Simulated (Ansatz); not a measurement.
# C₂H₁₀Si₂: up Jacob's ladder to CCSD(T)

How much do the methods differ for C₂H₁₀Si₂? The plan is to run it at one geometry with functionals of several rungs and with coupled cluster, and see how far each lands from CCSD(T) at the basis-set limit for the atomisation energy.

The runs use Ansatz 0.2.0, Gaussian basis; functionals in def2-TZVPP, the program's frozen cores in correlated methods.

Plan: PBE-D4, r2SCAN-D4, PBE0-D4, B3LYP-D4, ωB97X-V, ωB97M-V, B2PLYP; CCSD(T)/def2-TZVPP; MP2/def2-QZVPP; extrapolation to the limit.

### Step 1. Structure used throughout

An earlier PBE0-D4 in a triple-zeta def2 set relaxation fixed the geometry.

14 atoms, charge 0, spin multiplicity 1.

Atoms are counted from 1 here; the program's logs count them from 0.

Bond lengths: C1–Si2 1.879 Å, C1–H5 1.093 Å, C1–H6 1.092 Å, C1–H7 1.092 Å, Si2–Si3 2.342 Å, Si2–H8 1.493 Å, Si2–H9 1.491 Å, Si3–C4 1.879 Å, Si3–H10 1.493 Å, Si3–H11 1.491 Å, C4–H12 1.092 Å, C4–H13 1.093 Å, C4–H14 1.092 Å. Angles: Si2–C1–H5 110.8°, Si2–C1–H6 110.8°, Si2–C1–H7 110.9°, H5–C1–H6 108.1°, H5–C1–H7 108.0°, H6–C1–H7 108.2°, C1–Si2–Si3 111.5°, C1–Si2–H8 109.5°, C1–Si2–H9 109.9°, Si3–Si2–H8 109.0°, Si3–Si2–H9 109.6°, H8–Si2–H9 107.2°, Si2–Si3–C4 111.5°, Si2–Si3–H10 109.0°, Si2–Si3–H11 109.6°, C4–Si3–H10 109.5°, C4–Si3–H11 109.9°, H10–Si3–H11 107.2° and more.

### Step 2. PBE-D4 (GGA)

in.yaml

```yaml
crystal:
  periodic: [false, false, false]
  atoms:
    - {symbol: C, position_ang: [-1.269628, 1.705178, -0.438738]}
    - {symbol: Si, position_ang: [-0.845658, 0.577642, 1.003712]}
    - {symbol: Si, position_ang: [1.134842, -0.609049, 0.611487]}
    - {symbol: C, position_ang: [1.004572, -1.674765, -0.930921]}
    - {symbol: H, position_ang: [-1.401492, 1.128423, -1.357183]}
    - {symbol: H, position_ang: [-0.473242, 2.433526, -0.607708]}
    - {symbol: H, position_ang: [-2.195631, 2.251757, -0.246929]}
    - {symbol: H, position_ang: [-1.958222, -0.393397, 1.222192]}
    - {symbol: H, position_ang: [-0.709575, 1.380504, 2.253116]}
    - {symbol: H, position_ang: [2.259017, 0.360575, 0.454944]}
    - {symbol: H, position_ang: [1.449990, -1.462291, 1.793345]}
    - {symbol: H, position_ang: [0.195142, -2.401599, -0.831922]}
    - {symbol: H, position_ang: [0.802478, -1.060743, -1.811658]}
    - {symbol: H, position_ang: [1.933608, -2.221760, -1.106136]}
basis:
  gaussian: {orbitals: def2-TZVPP}
hamiltonian: {xc: pbe, dispersion: d4}
output: {forces: true, orbitals: {seedname: orbitals}}
```

On the command line:

```
$ ansatz run in.yaml --threads 4 --pin off --events-out ev --progress --plain --max-ram 10444MiB
```

After this run come: r2SCAN-D4 (meta-GGA); PBE0-D4 (hybrid); B3LYP-D4 (hybrid); ωB97X-V (range-separated); ωB97M-V (range-separated); B2PLYP (double hybrid); CCSD(T) in def2-TZVPP; MP2 in def2-QZVPP.

Before running them: what should the planned runs give, taken together? Wanted: atomisation energy, CCSD(T)/CBS; farthest; mean size of error, hybrid; mean size of error, range-separated; gap, smallest and largest; T1 diagnostic; triples share of the correlation energy.

The runs gave:

```
                               quantity                                                   value
        atomisation energy, CCSD(T)/CBS                                           4784.8 kJ/mol
 functionals within 23.9 kJ/mol (0.5 %)  PBE-D4, r2SCAN-D4, PBE0-D4, B3LYP-D4, ωB97X-V, ωB97M-V
                               farthest                                   B2PLYP (-60.3 kJ/mol)
             mean size of error, hybrid                                              9.7 kJ/mol
    mean size of error, range-separated                                             11.9 kJ/mol
              gap, smallest and largest                    5.97 eV (PBE-D4), 12.09 eV (ωB97X-V)
                          T1 diagnostic                                                  0.0109
triples share of the correlation energy                                                   3.5 %
```

What this shows: PBE-D4 is off by -2.3 kJ/mol. Double hybrids carry the basis error of their MP2 part in triple zeta, and no dispersion term here, so their miss is partly the set-up's. The reference freezes the cores and leaves out relativity and excitations past (T), so misses under about 23.9 kJ/mol can't be ranked. Hartree-Fock recovers 77 % of the binding; the rest is correlation. The gap grows from 6.0 to 12.1 eV across the functionals, mostly with the share of exact exchange.
